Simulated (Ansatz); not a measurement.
# CH₅AlBF: a ladder of functionals and wavefunction methods

An exercise on one series of results from a longer session: the logs are not shown, and one member is left open.

Method: functionals in def2-TZVPP, the program's frozen cores in correlated methods; program: Ansatz 0.2.0, Gaussian basis.

Levels to be run: LDA (SPW92), PBE-D4, revPBE-D4, BLYP-D4, r2SCAN-D4, B97M-V, PBE0-D4, B3LYP-D4, r2SCANh-D4, r2SCAN0-D4, HSE06-D4, BHLYP-D4, CAM-B3LYP-D4, LC-ωPBE, ωB97X-V, ωB97M-V, B2PLYP, PBE-QIDH; CCSD(T)/def2-SVP; CCSD(T)/def2-TZVPP; MP2/def2-QZVPP; extrapolation to the limit; RPA on PBE.

## Structure used throughout

An earlier PBE0-D4 in a triple-zeta def2 set relaxation fixed the geometry.

9 atoms, charge 0, spin multiplicity 1.

Atoms are counted from 1 here; the program's logs count them from 0.

Bond lengths: C1–B2 1.563 Å, C1–H5 1.099 Å, C1–H6 1.095 Å, C1–H7 1.093 Å, B2–F3 1.340 Å, B2–Al4 2.168 Å, Al4–H8 1.594 Å, Al4–H9 1.594 Å. Angles: B2–C1–H5 108.4°, B2–C1–H6 111.9°, B2–C1–H7 113.5°, H5–C1–H6 105.4°, H5–C1–H7 108.1°, H6–C1–H7 109.3°, C1–B2–F3 116.9°, C1–B2–Al4 126.1°, F3–B2–Al4 117.0°, B2–Al4–H8 121.3°, B2–Al4–H9 121.5°, H8–Al4–H9 117.2°.

Set-up of the first run:

File in.yaml:

```yaml
crystal:
  periodic: [false, false, false]
  atoms:
    - {symbol: C, position_ang: [0.470176, 1.237878, -0.633600]}
    - {symbol: B, position_ang: [0.330411, -0.311399, -0.480750]}
    - {symbol: F, position_ang: [0.903468, -1.068137, -1.426011]}
    - {symbol: Al, position_ang: [-0.734906, -1.346903, 1.097651]}
    - {symbol: H, position_ang: [-0.514192, 1.649882, -0.894529]}
    - {symbol: H, position_ang: [0.744967, 1.717940, 0.311013]}
    - {symbol: H, position_ang: [1.179596, 1.536414, -1.410282]}
    - {symbol: H, position_ang: [0.002012, -1.798241, 2.437142]}
    - {symbol: H, position_ang: [-2.292933, -1.663733, 0.982267]}
basis:
  gaussian: {orbitals: def2-TZVPP}
hamiltonian: {xc: lda}
output: {orbitals: {seedname: orbitals}}
```

Run with:

```sh
$ ansatz run in.yaml --threads 2 --pin off --events-out ev --progress --plain --max-ram 4352MiB
```

Among the steps run: LDA; PBE-D4 (GGA); revPBE-D4 (GGA); BLYP-D4 (GGA); r2SCAN-D4 (meta-GGA); B97M-V (meta-GGA); PBE0-D4 (hybrid); B3LYP-D4 (hybrid); r2SCANh-D4 (hybrid); r2SCAN0-D4 (hybrid); HSE06-D4 (hybrid); BHLYP-D4 (hybrid); CAM-B3LYP-D4 (range-separated); LC-ωPBE (range-separated); ωB97X-V (range-separated); ωB97M-V (range-separated); B2PLYP (double hybrid); PBE-QIDH (double hybrid).

One of the session's tables, all rows but one given; the rest of the session is left out.

It belongs to the step «Frontier levels by functional». 

```
  functional  HOMO (eV)  LUMO (eV)  gap (eV)
 LDA (SPW92)      -5.99      -2.72      3.27
      PBE-D4      -5.89      -2.48      3.41
   revPBE-D4      -5.84      -2.36      3.48
     BLYP-D4      -5.80      -2.37      3.43
   r2SCAN-D4      -6.12      -2.17      3.95
      B97M-V      -6.19      -2.40      3.79
     PBE0-D4      -7.11      -1.71      5.40
    B3LYP-D4      -6.93      -1.92      5.01
  r2SCANh-D4      -6.57      -1.91      4.66
  r2SCAN0-D4          ?          ?         ?
    HSE06-D4      -6.71      -2.08      4.63
    BHLYP-D4      -8.27      -0.96      7.32
CAM-B3LYP-D4      -8.47      -0.79      7.68
     LC-ωPBE      -9.76       0.33     10.09
     ωB97X-V      -9.43       0.19      9.63
     ωB97M-V      -9.23      -0.12      9.12
```

**Question.** Estimate the row for r2SCAN0-D4.

Worked estimate for «HOMO (eV)». Against the share of exact exchange, r2SCAN-D4 (0, -6.12), r2SCANh-D4 (0.1, -6.57) give a slope of -4.50 per unit share; at 0.25 the line stands at -7.24.

As computed: HOMO (eV): -7.25; LUMO (eV): -1.53; gap (eV): 5.72. In «HOMO (eV)» the line misses by +0.01.
